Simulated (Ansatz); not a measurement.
# Mg: the cost of one run

Computed with Ansatz 0.2.0 (DFT PBEsol, scalar-relativistic, plane waves, PAW, unless a step's input says otherwise).

### Step 1. The system as given

It takes space group P6_3/mmc (No. 194, hexagonal). The conventional cell has a = 3.209 Å, b = 3.209 Å, c = 5.210 Å, α = 90.00°, β = 90.00°, γ = 120.00°. Mg (site symmetry -6m2) has 12 Mg at 3.20 to 3.21 Å as nearest neighbours.

Coordinates:

```cif
data_structure
_symmetry_space_group_name_H-M 'P 1'
_symmetry_Int_Tables_number 1
_cell_length_a 3.2093
_cell_length_b 3.2093
_cell_length_c 5.2103
_cell_angle_alpha 90.000
_cell_angle_beta 90.000
_cell_angle_gamma 120.000
_cell_volume 46.47
loop_
_atom_site_label
_atom_site_type_symbol
_atom_site_fract_x
_atom_site_fract_y
_atom_site_fract_z
_atom_site_occupancy
Mg1 Mg 0.33333 0.66667 0.25000 1
Mg2 Mg 0.66667 0.33333 0.75000 1
```

The structure rests on an entry of the Crystallography Open Database; cell or positions may have been set otherwise for this series.

### Step 2. Relaxing cell and atoms: Mg, no spin

Input file input.yaml:

```yaml
crystal:
  lattice:
    - [3.2093, 0.0, 0.0]
    - [-1.60465, 2.7793353284, 0.0]
    - [0.0, 0.0, 5.2103]
  atoms:
    - { symbol: Mg, position: [0.3333333333, 0.6666666667, 0.25] }
    - { symbol: Mg, position: [0.6666666667, 0.3333333333, 0.75] }
scf:
  occupations: { method: methfessel_paxton, width: 0.1 }
output:
  forces: true
  stress: true
  eigenvalues: true
  write_density: true
  write_potential: true
  elf: true
  volumetric_format: npy
kpoints:
  mp_grid: { grid: [21, 21, 12] }
hamiltonian:
  xc: pbesol
relax:
  f_tol: 0.002
  adjacent_minimum: "off"
  cell: { stress_tol: 0.05 }
```

On the command line:

```sh
ansatz run input.yaml --threads 2 --pin off --max-ram 6144MiB --backend cpu --events-out ev --progress --plain --runs-dir out
```

What time and memory should one allow on 2 threads of Arm Neoverse V1, shared host?

About 20 s, with a peak of 0.47 GiB.
